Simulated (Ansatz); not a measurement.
**Hf: squeezing one contact**

The task here is to estimate one member of a computed series from the others.

Program: Ansatz 0.2.0. Level of theory: DFT PBEsol, with the methods named in each step. These are calculated values, not measurements.

3 further runs of the same task are left out: 3 that didn't finish. Runs told in other sessions of the task aren't counted.

### Starting point

It takes space group Fd-3m (No. 227, cubic). Conventional cell: a = 6.088 Å, b = 6.088 Å, c = 6.088 Å, α = 90.00°, β = 90.00°, γ = 90.00°. Around Hf (site symmetry -43m) lie 4 Hf at 2.64 Å.

Coordinates:

```
CELL_PARAMETERS angstrom
0.00000 3.04385 3.04385
3.04385 0.00000 3.04385
3.04385 3.04385 0.00000
ATOMIC_POSITIONS crystal
Hf 0.87500 0.87500 0.87500
Hf 0.12500 0.12500 0.12500
```

Atoms are numbered in the order of the input: Hf1, Hf2.

The first run:

input.yaml

```yaml
crystal:
  lattice:
    - [0.0, 3.0438467722, 3.0438467722]
    - [3.0438467722, 0.0, 3.0438467722]
    - [3.0438467722, 3.0438467722, 0.0]
  atoms:
    - { symbol: Hf, position: [-0.125, -0.125, -0.125] }
    - { symbol: Hf, position: [0.125, 0.125, 0.125] }
kpoints:
  mp_grid: { grid: [9, 9, 9] }
scf:
  occupations: { method: fermi_dirac, width: 0.05 }
hamiltonian:
  xc: pbesol
  pseudopotentials: { kind: all_electron, lapw: { basis_error: 0.001 } }
output:
  forces: true
  stress: true
  eigenvalues: true
  populations: true
```

Command:

```
> ansatz run input.yaml --threads 1 --pin off --max-ram 2048MiB --backend cpu --events-out ev --progress --plain --runs-dir out
```

Steps of the session up to this table: The bond as given, LAPW; Shortest bond scaled by 1, crystal datasets; Shortest bond scaled by 1.1, LAPW; Shortest bond scaled by 0.76, LAPW; Shortest bond scaled by 0.64, LAPW.

One table of the session follows, with a row left open; its other results are not shown here.

| method | length (Å) | F from the given length (eV/cell) | force along the bond (eV/Å) | pressure (GPa) | largest force (eV/Å) |
| --- | --- | --- | --- | --- | --- |
| LAPW | 1.687 | ? | ? | ? | ? |
| LAPW | 2.003 | 1.557 | 11.406 | 17.68 | 11.406 |
| LAPW | 2.636 | 0.000 | 0.000 | 4.86 | 0.000 |
| LAPW | 2.900 | 0.014 | -0.026 | 5.44 | 0.026 |
| PAW | 1.529 | 26.615 | 143.924 | 197.71 | 143.924 |
| PAW | 1.687 | 11.179 | 62.554 | 89.81 | 62.554 |
| PAW | 2.003 | 1.581 | 11.621 | 18.02 | 11.621 |
| PAW | 2.636 | 0.000 | 0.000 | 4.85 | 0.000 |
| PAW | 2.900 | 0.015 | -0.029 | 5.43 | 0.029 |
| PAW (level accurate) | 1.529 | – | 105.936 | 142.70 | 105.936 |
| crystal datasets | 2.636 | – | 0.000 | 4.86 | 0.000 |

Q: Estimate the row for LAPW, 1.687 from the others.

As computed: F from the given length (eV/cell): 10.251; force along the bond (eV/Å): 52.450; pressure (GPa): 73.69; largest force (eV/Å): 52.450.

Limits of these values: Rows by PAW come from runs of the same series that aren't printed here. Warnings in the runs' records: crystal datasets made, gradients without spin orbit.
